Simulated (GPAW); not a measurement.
# TaWC2 (R-3m) in GPAW: settings compared

The runs below take TaWC2 through band structure, with LDA, PBE.

Program: GPAW 26.7.0. These are calculated values, not measurements. Logs are shortened: lines on timing, memory, paths and dates and some standing lists are left out, and cuts for length are marked. The log counts tension as positive stress, the text compression.

**1. The structure**

It takes space group R-3m (No. 166, trigonal). Conventional cell: a = 3.144 Å, b = 3.144 Å, c = 15.305 Å, α = 90.00°, β = 90.00°, γ = 120.00°. W (site symmetry -3m) has 6 C at 2.21 Å as nearest neighbours. Ta (site symmetry -3m) is surrounded by 6 C at 2.23 Å. C (site symmetry 3m) has 3 W at 2.21 Å and 3 Ta at 2.23 Å as nearest neighbours.

The cell comes from a database or a generator and needn't be the stable form of this composition.

**2. Band structure, LDA**

Contents of run.py:

```python
from ase import Atoms
from ase.dft.bandgap import bandgap
from ase.io import write
from ase.units import GPa
from gpaw import GPAW, PW

atoms = Atoms(['W', 'Ta', 'C', 'C'],
              cell=[[1.5718551461, 0.9075109917, 5.1016196719],
                    [-1.5718551461, 0.9075109917, 5.1016196719],
                    [0.0, -1.8150219835, 5.1016196719]],
              scaled_positions=[[0.0, 0.0, 0.0],
                                [0.5, 0.5, 0.5],
                                [0.250933, 0.250933, 0.250933],
                                [0.749067, 0.749067, 0.749067]],
              pbc=True)

calc = GPAW(mode=PW(800),
            xc='LDA',
            kpts={'size': (7, 7, 7), 'gamma': True},
            occupations={'name': 'fermi-dirac', 'width': 0.05},
            nbands=33,
            convergence={'density': 1e-05, 'energy': 1e-05},
            maxiter=150,
            txt='gpaw.txt')
atoms.calc = calc
energy = atoms.get_potential_energy()
forces = atoms.get_forces()
stress = atoms.get_stress()
calc.write('gs.gpw')
write('result.traj', atoms)
print(f'Energy: {energy:.6f} eV')
print('Forces (eV/A):')
print(forces.round(4))
print('Stress (GPa):', (stress / GPa).round(3))
print('Fermi level:', round(calc.get_fermi_level(), 4), 'eV')
print(f'Gap: {bandgap(calc)[0]:.4f} eV, direct: {bandgap(calc, direct=True)[0]:.4f} eV')

path = atoms.cell.bandpath('GLB1,BZGX,QFP1Z,LP', npoints=100, eps=1e-4)
bs_calc = calc.fixed_density(kpts=path, symmetry='off', nbands=47,
                             convergence={'bands': 'CBM+6.0', 'eigenstates': 1e-6}, txt='bands.txt')
bs = bs_calc.band_structure()
bs.write('bs.json')
print(f'Gap on the path: {bandgap(bs_calc)[0]:.4f} eV')
```

Potentials or basis: the program's PAW data sets (release 1.2.1) made for this functional, pw.

Launch:

```bash
$ OMP_NUM_THREADS=1 python run.py
```

gpaw.txt:

```text
__  _  _
 | _ |_)|_||  |
 |__||  | ||/\| - 26.7.0

Input parameters:
  mode=PW(ecut=800.0),
  convergence={'density': 1e-05, 'energy': 1e-05},
  kpts=MonkhorstPack(size=(7, 7, 7), gamma=True),
  maxiter=150,
  nbands=33,
  occupations=Occupations(name='fermi-dirac', width=0.05),
  xc=XC(name='LDA')

Diagonalizing LCAO Hamiltonian
Converting LCAO to pw mode

       C

       Ta

       C

       W

Atoms  # Å, Bohr magnetons
|   | symbol |         x |         y |         z |    initial magnetic moments |
|---|--------|-----------|-----------|-----------|-----------------------------|
| 0 |      W |  0.000000 |  0.000000 |  0.000000 | ( 0.0000,  0.0000,  0.0000) |
| 1 |     Ta |  0.000000 | -0.000000 |  7.652430 | ( 0.0000,  0.0000,  0.0000) |
| 2 |      C | -0.000000 | -0.000000 |  3.840494 | ( 0.0000,  0.0000,  0.0000) |
| 3 |      C |  0.000000 | -0.000000 | 11.464365 | ( 0.0000,  0.0000,  0.0000) |

Unit cell  # Å
| periodic |         x |         y |        z |  lengths |    angles |
|----------|-----------|-----------|----------|----------|-----------|
|      yes |  1.571855 |  0.907511 | 5.101620 | 5.414871 | 33.750023 |
|      yes | -1.571855 |  0.907511 | 5.101620 | 5.414871 | 33.750023 |
|      yes |  0.000000 | -1.815022 | 5.101620 | 5.414871 | 33.750023 |

Number of symmetries: 12
Symmetry operations  # r_c * U_cc + t_c -> r_c
|    | kind |            matrix            |
|----|------|------------------------------|
|  0 |  E   |  1, 0, 0,  0, 1, 0,  0, 0, 1 |
|  1 |  σ   |  1, 0, 0,  0, 0, 1,  0, 1, 0 |
|  2 |  σ   |  0, 1, 0,  1, 0, 0,  0, 0, 1 |
|  3 |  C3  |  0, 1, 0,  0, 0, 1,  1, 0, 0 |
|  4 |  C3  |  0, 0, 1,  1, 0, 0,  0, 1, 0 |
|  5 |  σ   |  0, 0, 1,  0, 1, 0,  1, 0, 0 |
|  6 |  C2  |  0, 0,-1,  0,-1, 0, -1, 0, 0 |
|  7 |  S6  |  0, 0,-1, -1, 0, 0,  0,-1, 0 |
|  8 |  S6  |  0,-1, 0,  0, 0,-1, -1, 0, 0 |
|  9 |  C2  |  0,-1, 0, -1, 0, 0,  0, 0,-1 |
| 10 |  C2  | -1, 0, 0,  0, 0,-1,  0,-1, 0 |
| 11 |  i   | -1, 0, 0,  0,-1, 0,  0, 0,-1 |

BZ-sampling:
  Number of BZ points: 343
  Number of IBZ points: 44

  Monkhorst-Pack size: [7, 7, 7]
  Monkhorst-Pack shift: [0, 0, 0]

K-points  # in reciprocal-cell coordinates
|     |                                coordinates |     weight |
|-----|--------------------------------------------|------------|
|   0 | (  0.00000000,   0.00000000,   0.00000000) | 0.00291545 |
|   1 | (  0.14285714,   0.00000000,  -0.14285714) | 0.01749271 |
|   2 | (  0.14285714,   0.00000000,   0.00000000) | 0.01749271 |
|   3 | (  0.14285714,   0.14285714,  -0.14285714) | 0.01749271 |
|   4 | (  0.14285714,   0.14285714,   0.00000000) | 0.01749271 |
|   5 | (  0.14285714,   0.14285714,   0.14285714) | 0.00583090 |
|   6 | (  0.28571429,  -0.14285714,  -0.14285714) | 0.01749271 |
|   7 | (  0.28571429,   0.00000000,  -0.28571429) | 0.01749271 |
|   8 | (  0.28571429,   0.00000000,  -0.14285714) | 0.03498542 |
|   9 | (  0.28571429,   0.00000000,   0.00000000) | 0.01749271 |
| ... |                                            |            |
|  43 | (  0.42857143,   0.42857143,   0.42857143) | 0.00583090 |

Plane wave coefficients: 2267
Cutoff: 800.0 eV

Spin-components: 1 (collinear spins)
Bands:           33
Projectors:      22
Spin-degeneracy: 2
Datatype:        complex128

Parallelization:
  kpt:    1
  domain: 1
  band:   1

Density:
  Valence electrons: 35.0
  Components: 1
  Grid points: [36 36 36]
  Charge: 0.0  # |e|

Potential:
  Grid points: [36 36 36]

species:
  W:
    name:    Tungsten
    Z:       74.0
    valence: 14
    core:    60
    charge:  0.0  # [|e|]
    compensation charges:
      type: gauss
      rc: 0.40  # [Å]
      lmax: 2
    cutoffs:
      filter: 2.36  # [Å]
      core: 3.02  # [Å]
    projectors
    | kind |    occ | energy [eV] | rcut [Å] |
    |------|--------|-------------|----------|
    |   5s |  2.000 |     -79.053 |    1.344 |
    |   6s |  2.000 |      -5.886 |    1.344 |
    |   5p |  6.000 |     -43.417 |    1.355 |
    |   6p |  0.000 |      -1.469 |    1.355 |
    |   5d |  4.000 |      -4.693 |    1.228 |
    |    d |        |      22.518 |    1.228 |

    Using partial waves for W as LCAO basis

  Ta:
    name:    Tantalum
    Z:       73.0
    valence: 13
    core:    60
    charge:  0.0  # [|e|]
    compensation charges:
      type: gauss
      rc: 0.42  # [Å]
      lmax: 2
    cutoffs:
      filter: 2.36  # [Å]
      core: 3.45  # [Å]
    projectors
    | kind |    occ | energy [eV] | rcut [Å] |
    |------|--------|-------------|----------|
    |   5s |  2.000 |     -72.979 |    1.365 |
    |   6s |  2.000 |      -5.599 |    1.365 |
    |   5p |  6.000 |     -39.590 |    1.349 |
    |   6p |  0.000 |      -1.483 |    1.349 |
    |   5d |  3.000 |      -3.794 |    1.307 |
    |    d |        |      23.417 |    1.307 |

    Using partial waves for Ta as LCAO basis

  C:
    name:    Carbon
    Z:       6.0
    valence: 4
    core:    2
    charge:  0.0  # [|e|]
    compensation charges:
      type: gauss
      rc: 0.20  # [Å]
      lmax: 2
    cutoffs:
      filter: 1.14  # [Å]
      core: 1.14  # [Å]
    projectors
    | kind |    occ | energy [eV] | rcut [Å] |
    |------|--------|-------------|----------|
    |   2s |  2.000 |     -13.639 |    0.635 |
    |   2p |  2.000 |      -5.414 |    0.635 |
    |    s |        |      13.573 |    0.635 |
    |    p |        |      21.797 |    0.635 |
    |    d |        |       0.000 |    0.635 |

    Using partial waves for C as LCAO basis

Reference energy: -864476.030871  # eV

eigensolver:
  PPCG
  Converge bands: occupied
  niter=2

density mixing:
  MSR1-Mixer
  Pratt-step length: 0.05
  Maximum mixing coefficient: 0.75
  Old densities: 10
  SVD Regularization: 0.005
  Good broyden scale: 1.0
  Trust region scale: 1.0
  Backstep threshold: 4.0
  History deletion threshold: 6.0
  Fourier metric: weight=20.0, sigma=0.015

occupation numbers:
  Fermi-Dirac:
    width: 0.0500  # eV

poisson solver:
  ecut: 6400.0  # eV

xc functional:
  name: None

convergence criteria:
- Maximum integral of absolute [dens]ity change: 1e-05 electrons / valence electron
- Maximum [total energy] change in last 3 cyles: 1e-05 eV / valence electron
- Maximum integral of absolute [eigenst]ate change: 4e-08 eV^2 / valence electron
maximum number of iterations: 150

SCF iterations
|iter     | |      energy | eigst |  dens |
|---------|-|-------------|-------|-------|
|iter:   1| |  -48.971020 | +0.12 |       |
|iter:   2| |  -47.753888 | -2.19 | -0.87 |
|iter:   3| |  -45.040677 | -1.14 | -0.93 |
|iter:   4| |  -45.160979 | -2.43 | -1.63 |
|iter:   5| |  -44.997924 | -2.95 | -1.57 |
|iter:   6| |  -45.006264 | -3.53 | -1.96 |
|iter:   7| |  -45.006072 | -4.96 | -2.83 |
|iter:   8| |  -45.006083c| -6.32 | -3.59 |
|iter:   9| |  -45.006083c| -7.58c| -4.04 |
|iter:  10| |  -45.006083c| -7.78c| -4.84 |
|iter:  11| |  -45.006083c| -8.82c| -5.39c|

Converged in 11 steps
Energy contributions relative to reference atoms: (reference = -864476.030871)

Energy contributions:
  Kinetic:          19.279446
  Coulomb:         -22.753408
  Zero:             -0.257076
  External:          0.000000
  Xc:              -41.267885
  Entropy:          -0.014319
  Spinorbit:         0.000000
  ----------------------------
  Free energy:     -45.013243
  Extrapolated:    -45.006083

dipole moment: (-0.000000, 0.000000, -57.107270)  # |e|*Ang

Fermi level: 14.275
Eigenvalues  # (at kpt = [0.000, 0.000, 0.000])
| band index |      eig [eV] | occ [0-2] |
|------------|---------------|-----------|
|          0 |       -60.805 |     2.000 |
|        ... |               |           |
|         13 |        12.097 |     2.000 |
|         14 |        12.097 |     2.000 |
|         15 |        12.220 |     2.000 |
|         16 |        13.485 |     2.000 |
|         17 |        13.485 |     2.000 |
|         18 |        13.546 |     2.000 |
[... 8 lines left out ...]
|         27 |        23.459 |     0.000 |
|         28 |        24.181 |     0.000 |
|        ... |               |           |
|         32 |        37.386 |     0.000 |

No gap
No difference between direct/indirect transitions

Forces  # eV/Ang
|        x |        y |        z |
|----------|----------|----------|
|  0.00000 |  0.00000 |  0.00000 |  # W    0
|  0.00000 | -0.00000 | -0.00000 |  # Ta   1
| -0.00000 | -0.00000 |  0.09182 |  # C    2
| -0.00000 |  0.00000 | -0.09182 |  # C    3

Stress tensor  # eV/Ang^3
|         x |         y |         z |
|-----------|-----------|-----------|
|  0.107003 | -0.000000 | -0.000000 |
|  0.000000 |  0.107003 |  0.000000 |
| -0.000000 |  0.000000 |  0.119148 |

# Writing to gs.gpw (mode='')
```

It took 6.4 min on 1 thread of Arm Neoverse V1, shared host; peak memory 0.61 GiB.

Results:

- Free energy: -45.0132 eV
- Pressure: -17.8 GPa
- Largest force: 0.092 eV/Å
- Band gap along the path: none (metal or under the smearing width)

Forces on the atoms (eV/Å):
```
W    0.000  0.000  0.000
Ta   0.000  0.000  0.000
C    0.000  0.000  0.092
C    0.000  0.000 -0.092
```

Stress tensor (GPa, compression positive):
```
-17.14   0.00   0.00
  0.00 -17.14   0.00
  0.00   0.00 -19.09
```

Levels at the corners of the path, in eV from the Fermi level:
```tsv
point	band 16	band 17	band 18	band 19	band 20	band 21
Γ	-2.06	-0.79	-0.79	-0.73	-0.25	-0.25
L	-4.42	-1.28	-0.74	1.42	2.10	3.03
B1	-4.90	-0.45	-0.10	1.18	2.13	2.90
B	-4.90	-0.45	-0.10	1.18	2.13	2.90
Z	-4.32	-0.97	-0.97	0.15	0.15	0.25
Γ	-2.06	-0.79	-0.79	-0.73	-0.25	-0.25
X	-4.80	-0.51	0.57	0.75	1.96	2.91
Q	-4.80	-0.51	0.57	0.75	1.96	2.91
F	-2.15	-2.08	1.18	1.59	1.76	2.50
P1	-2.52	-2.17	1.18	1.33	2.04	2.27
Z	-4.32	-0.97	-0.97	0.15	0.15	0.25
L	-4.42	-1.28	-0.74	1.42	2.10	3.03
P	-2.52	-2.17	1.18	1.33	2.04	2.27
```

Caveat: spin-orbit coupling is left out, which moves the levels of the heavy elements; the program warned that so skewed a cell can give wrong results.

**3. Band structure, PBE**

run.py: that of step 2 with these lines changed.

```diff
@@ -17,3 +17,3 @@
 calc = GPAW(mode=PW(800),
-            xc='LDA',
+            xc='PBE',
             kpts={'size': (7, 7, 7), 'gamma': True},
```

Potentials or basis: GPAW PAW data sets (gpaw-data 1.2.1), pw.

Launch:

```bash
$ OMP_NUM_THREADS=1 python run.py
```

It took 6.2 min on 1 thread of Arm Neoverse V1, shared host; peak memory 0.61 GiB.

It converged, with:

```yaml
Free_energy: -40.5682 eV
Pressure: -2.4 GPa
Largest_force: 0.076 eV/Å
Band_gap_along_the_path: none (metal or under the smearing width)
```

Forces in eV/Å, atoms in the order of the input:
```
W    0.000  0.000  0.000
Ta   0.000  0.000  0.000
C    0.000  0.000  0.076
C    0.000  0.000 -0.076
```

Stress tensor (GPa, compression positive):
```
-1.72  0.00  0.00
 0.00 -1.72  0.00
 0.00  0.00 -3.75
```

Levels at the corners of the path, in eV from the Fermi level:
| point | band 14 | band 15 | band 16 | band 17 | band 18 | band 19 | band 20 | band 21 | band 22 | band 23 |
| --- | --- | --- | --- | --- | --- | --- | --- | --- | --- | --- |
| Γ | -2.17 | -2.17 | -2.05 | -0.84 | -0.84 | -0.77 | -0.23 | -0.23 | 1.90 | 1.90 |
| L | -5.47 | -4.83 | -4.45 | -1.30 | -0.75 | 1.44 | 2.12 | 3.06 | 3.57 | 5.01 |
| B1 | -5.38 | -4.95 | -4.93 | -0.45 | -0.11 | 1.18 | 2.16 | 2.92 | 2.99 | 5.35 |
| B | -5.38 | -4.95 | -4.93 | -0.45 | -0.11 | 1.18 | 2.16 | 2.92 | 2.99 | 5.35 |
| Z | -4.98 | -4.35 | -4.35 | -0.97 | -0.97 | 0.17 | 0.17 | 0.20 | 0.69 | 4.83 |
| Γ | -2.17 | -2.17 | -2.05 | -0.84 | -0.84 | -0.77 | -0.23 | -0.23 | 1.90 | 1.90 |
| X | -5.37 | -5.14 | -4.83 | -0.51 | 0.57 | 0.74 | 1.98 | 2.94 | 3.15 | 4.87 |
| Q | -5.37 | -5.14 | -4.83 | -0.51 | 0.57 | 0.74 | 1.98 | 2.94 | 3.15 | 4.87 |
| F | -5.14 | -5.13 | -2.21 | -2.15 | 1.20 | 1.61 | 1.78 | 2.52 | 3.40 | 3.56 |
| P1 | -5.52 | -5.10 | -2.58 | -2.23 | 1.20 | 1.35 | 2.06 | 2.29 | 3.39 | 3.54 |
| Z | -4.98 | -4.35 | -4.35 | -0.97 | -0.97 | 0.17 | 0.17 | 0.20 | 0.69 | 4.83 |
| L | -5.47 | -4.83 | -4.45 | -1.30 | -0.75 | 1.44 | 2.12 | 3.06 | 3.57 | 5.01 |
| P | -5.52 | -5.10 | -2.58 | -2.23 | 1.20 | 1.35 | 2.06 | 2.29 | 3.39 | 3.54 |

Caveat: spin-orbit coupling is left out, which moves the levels of the heavy elements; the program warned that so skewed a cell can give wrong results.
